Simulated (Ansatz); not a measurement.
# Ti11AsO24: the cost of one run

Program: Ansatz 0.2.0. Level of theory: DFT, PBE, plane-wave PAW, default files, scalar-relativistic. These are calculated values, not measurements.

### Step 1. Starting point

It takes space group Pmmm (No. 47, orthorhombic). Conventional cell: a = 6.494 Å, b = 6.494 Å, c = 8.872 Å, α = 90.00°, β = 90.00°, γ = 90.00°. Around As (site symmetry mmm) lie 6 O at 1.95 to 1.98 Å. Ti (site symmetry mm2) has 6 O at 1.95 to 1.98 Å as nearest neighbours. Around Ti (site symmetry mmm) lie 6 O at 1.95 to 1.98 Å. Only part of the 16 independent sites is listed.

Coordinates:

```
CELL_PARAMETERS angstrom
4.59220 4.59220 0.00000
-4.59220 4.59220 0.00000
0.00000 0.00000 8.87220
ATOMIC_POSITIONS crystal
As 0.00000 0.00000 0.00000
Ti 0.00000 0.00000 0.33333
Ti 0.00000 0.00000 0.66667
Ti 0.50000 0.50000 0.00000
Ti 0.50000 0.50000 0.33333
Ti 0.50000 0.50000 0.66667
Ti 0.50000 0.00000 0.16667
Ti 0.50000 0.00000 0.50000
Ti 0.50000 0.00000 0.83333
Ti 0.00000 0.50000 0.16667
Ti 0.00000 0.50000 0.50000
Ti 0.00000 0.50000 0.83333
O 0.30496 0.00000 0.00000
O 0.30496 0.00000 0.33333
O 0.30496 0.00000 0.66667
O 0.80496 0.50000 0.00000
O 0.80496 0.50000 0.33333
O 0.80496 0.50000 0.66667
O 0.50000 0.30496 0.16667
O 0.50000 0.30496 0.50000
O 0.50000 0.30496 0.83333
O 0.00000 0.80496 0.16667
O 0.00000 0.80496 0.50000
O 0.00000 0.80496 0.83333
O 0.69504 0.00000 0.00000
O 0.69504 0.00000 0.33333
O 0.69504 0.00000 0.66667
O 0.19504 0.50000 0.00000
O 0.19504 0.50000 0.33333
O 0.19504 0.50000 0.66667
O 0.50000 0.69504 0.16667
O 0.50000 0.69504 0.50000
O 0.50000 0.69504 0.83333
O 0.00000 0.19504 0.16667
O 0.00000 0.19504 0.50000
O 0.00000 0.19504 0.83333
```

Atom 1 of the input is the impurity.

### Step 2. Gradients at the starting positions

Contents of input.yaml:

```yaml
crystal:
  lattice:
    - [4.5922, 4.5922, 0.0]
    - [-4.5922, 4.5922, 0.0]
    - [0.0, 0.0, 8.8722]
  atoms:
    - { symbol: As, position: [0.0, 0.0, 0.0] }
    - { symbol: Ti, position: [0.0, 0.0, 0.3333333333] }
    - { symbol: Ti, position: [0.0, 0.0, 0.6666666667] }
    - { symbol: Ti, position: [0.5, 0.5, 0.0] }
    - { symbol: Ti, position: [0.5, 0.5, 0.3333333333] }
    - { symbol: Ti, position: [0.5, 0.5, 0.6666666667] }
    - { symbol: Ti, position: [0.5, 0.0, 0.1666666667] }
    - { symbol: Ti, position: [0.5, 0.0, 0.5] }
    - { symbol: Ti, position: [0.5, 0.0, 0.8333333333] }
    - { symbol: Ti, position: [0.0, 0.5, 0.1666666667] }
    - { symbol: Ti, position: [0.0, 0.5, 0.5] }
    - { symbol: Ti, position: [0.0, 0.5, 0.8333333333] }
    - { symbol: O, position: [0.30496, 0.0, 0.0] }
    - { symbol: O, position: [0.30496, 0.0, 0.3333333333] }
    - { symbol: O, position: [0.30496, 0.0, 0.6666666667] }
    - { symbol: O, position: [0.80496, 0.5, 0.0] }
    - { symbol: O, position: [0.80496, 0.5, 0.3333333333] }
    - { symbol: O, position: [0.80496, 0.5, 0.6666666667] }
    - { symbol: O, position: [0.5, 0.30496, 0.1666666667] }
    - { symbol: O, position: [0.5, 0.30496, 0.5] }
    - { symbol: O, position: [0.5, 0.30496, 0.8333333333] }
    - { symbol: O, position: [0.0, 0.80496, 0.1666666667] }
    - { symbol: O, position: [0.0, 0.80496, 0.5] }
    - { symbol: O, position: [0.0, 0.80496, 0.8333333333] }
    - { symbol: O, position: [0.69504, 0.0, 0.0] }
    - { symbol: O, position: [0.69504, 0.0, 0.3333333333] }
    - { symbol: O, position: [0.69504, 0.0, 0.6666666667] }
    - { symbol: O, position: [0.19504, 0.5, 0.0] }
    - { symbol: O, position: [0.19504, 0.5, 0.3333333333] }
    - { symbol: O, position: [0.19504, 0.5, 0.6666666667] }
    - { symbol: O, position: [0.5, 0.69504, 0.1666666667] }
    - { symbol: O, position: [0.5, 0.69504, 0.5] }
    - { symbol: O, position: [0.5, 0.69504, 0.8333333333] }
    - { symbol: O, position: [0.0, 0.19504, 0.1666666667] }
    - { symbol: O, position: [0.0, 0.19504, 0.5] }
    - { symbol: O, position: [0.0, 0.19504, 0.8333333333] }
total_charge: 1
kpoints:
  mp_grid: { grid: [3, 3, 2] }
scf:
  occupations: { method: fermi_dirac, width: 0.01 }
hamiltonian:
  xc: pbe
  pseudopotentials: { kind: paw }
output:
  forces: true
  stress: true
  populations: true
  efg:
    quadrupole_moments_barn: { As: 0.311, Ti: 0.247, O: -0.02558 }
    contact_densities: true
```

Started as:

```
$ ansatz run input.yaml --threads 1 --pin off --max-ram 3072MiB --backend cpu --events-out ev --progress --plain --runs-dir out
```

**Question.** How long does this run take on 1 thread of Arm Neoverse V1, shared host, and how much memory does it need?

About 77 s, with a peak of 1 GiB.
